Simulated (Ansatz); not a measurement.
**F4H3NSi (built from SMILES F[Si](F)(F)F.N): a reaction path by the nudged elastic band**

Aim: the minimum-energy path between two given structures and its highest point. Both ends were relaxed at PBE0-D4 in triple zeta.

Program: Ansatz 0.2.0, Gaussian basis. Level of theory: PBE0-D4/def2-SVP. These are calculated values, not measurements.

22 further runs of the same task are left out: 22 set aside as unsound or not needed.

**1. The starting structure**

The first end: 9 atoms, charge 0, spin multiplicity 1.

Atoms are counted from 1 here; the program's logs count them from 0.

Bond lengths: Si1–F2 1.598 Å, Si1–F3 1.600 Å, Si1–F4 1.598 Å, Si1–F5 1.598 Å, H6–N7 1.014 Å, N7–H8 1.014 Å, N7–H9 1.014 Å. Angles: F2–Si1–F3 97.3°, F2–Si1–F4 118.4°, F2–Si1–F5 118.4°, F3–Si1–F4 97.3°, F3–Si1–F5 97.3°, F4–Si1–F5 118.4°, H6–N7–H8 108.3°, H6–N7–H9 108.3°, H8–N7–H9 108.3°.

Coordinates:

```xyz
9

Si   -0.82243    0.22422   -0.38213
F    -0.27553   -0.66877   -1.58868
F    -2.23104    0.60837   -1.03675
F    -1.39602   -0.51577    0.91235
F    -0.26163    1.71153   -0.22178
H     1.09609   -1.28119    0.56966
N     1.01056   -0.27554    0.46954
H     1.10460    0.14462    1.38784
H     1.77540    0.05253   -0.11015
```

The second end:

```
Si   -0.7389    0.8158    0.1244
F     0.5070   -2.4979   -0.8796
F    -1.1527    0.9513   -1.3810
F    -1.8109    0.0015    0.9267
F    -0.7035    2.2669    0.7318
H     0.5617   -1.6323   -0.5093
N     0.7458   -0.0158    0.2054
H     1.0858   -0.2478    1.1300
H     1.5057    0.3583   -0.3485
```

**2. The band at PBE0-D4/def2-SVP**

Contents of neb/in.yaml:

```yaml
crystal:
  periodic: [false, false, false]
  atoms:
    - {symbol: Si, position_ang: [-0.822433, 0.224221, -0.382129]}
    - {symbol: F, position_ang: [-0.275526, -0.668773, -1.588678]}
    - {symbol: F, position_ang: [-2.231039, 0.608371, -1.036748]}
    - {symbol: F, position_ang: [-1.396022, -0.515770, 0.912351]}
    - {symbol: F, position_ang: [-0.261631, 1.711534, -0.221781]}
    - {symbol: H, position_ang: [1.096088, -1.281188, 0.569664]}
    - {symbol: N, position_ang: [1.010556, -0.275543, 0.469538]}
    - {symbol: H, position_ang: [1.104602, 0.144623, 1.387838]}
    - {symbol: H, position_ang: [1.775404, 0.052527, -0.110154]}
basis:
  gaussian: {orbitals: def2-SVP}
hamiltonian: {xc: pbe0, dispersion: d4}
neb:
  images: 5
  climbing: true
  max_iterations: 40
  initial_path: idpp
  final_atoms:
    - {symbol: Si, position_ang: [-0.738944, 0.815832, 0.124405]}
    - {symbol: F, position_ang: [0.507038, -2.497852, -0.879567]}
    - {symbol: F, position_ang: [-1.152715, 0.951285, -1.381011]}
    - {symbol: F, position_ang: [-1.810897, 0.001533, 0.926672]}
    - {symbol: F, position_ang: [-0.703543, 2.266852, 0.731827]}
    - {symbol: H, position_ang: [0.561750, -1.632265, -0.509334]}
    - {symbol: N, position_ang: [0.745758, -0.015823, 0.205407]}
    - {symbol: H, position_ang: [1.085818, -0.247821, 1.129964]}
    - {symbol: H, position_ang: [1.505736, 0.358258, -0.348465]}
```

Run with:

```
ansatz run in.yaml --threads 8 --pin off --events-out ev --progress --plain --max-ram 19148MiB
```

Q: Predict the outcome of this session. Wanted: from earlier runs: barrier over the separately found saddle, CCSD(T)/def2-TZVPP.

The runs gave:

| quantity | value |
| --- | --- |
| PBE0-D4/def2-SVP, 19 iterations | highest 133.3 kJ/mol (image 4), last end +108.1 kJ/mol |
| from earlier runs: barrier over the separately found saddle, CCSD(T)/def2-TZVPP | 158.2 kJ/mol |

The highest image lies 133.3 kJ/mol above the first end, and it climbed, so it estimates the saddle. The ends are not quite minima at this level (largest force component 1.00 eV/Å), so the heights are unreliable: relaxing the first end would lower it and raise the barrier above it. The highest image is 25.0 kJ/mol below the CCSD(T) barrier in triple zeta, which comes from separate runs on the saddle.
